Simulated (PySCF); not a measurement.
# CH3Cl3SSi: the cost of one run

Computed with PySCF 2.14.0, with density-fitted response routines of our own, on a single molecule in the gas phase. Atoms count from 0, in the outputs and in this text.

## 1. The starting structure

9 atoms, charge 0, multiplicity 1; geometry from: GFN2-xTB. The atoms were then displaced at random by about 0.01 Å, so the start is not that level's minimum.

Bonds of the start (Å): S0–Si1 2.15, Si1–C2 1.96, C2–Cl3 1.73, C2–Cl4 1.78, C2–Cl5 1.78, S0–H6 1.32, Si1–H7 1.44, Si1–H8 1.47.

## 2. Relaxing the molecule at PBE0-D3(BJ)/def2-SVP

Job settings and geometry (Å):

```
{"job": {"xc": "PBE0", "basis": "def2-SVP", "d3": "d3bj", "grid": 1, "shake": 0.01, "kind": "geom"}, "charge": 0, "multiplicity": 1}
S      2.306760    -0.177680    -0.405860
Si     0.581120     0.197730     0.818400
C     -1.020280     0.010140    -0.289630
Cl    -2.399150     0.223020     0.740400
Cl    -1.078370    -1.607930    -1.038440
Cl    -1.042430     1.240760    -1.570940
H      1.653950    -0.684980    -1.440420
H      0.464060    -0.803330     1.853040
H      0.592160     1.585130     1.299720
```

Started as:

```console
> OMP_NUM_THREADS=1 python probes_run.py task.json out
```

One launch serves the whole session: the jobs run in the order shown.

**Question.** How long does this first job take on 1 thread of Arm Neoverse N1, shared host, and how much memory does it need?

About 1.7 min, with a peak of 0.52 GiB.
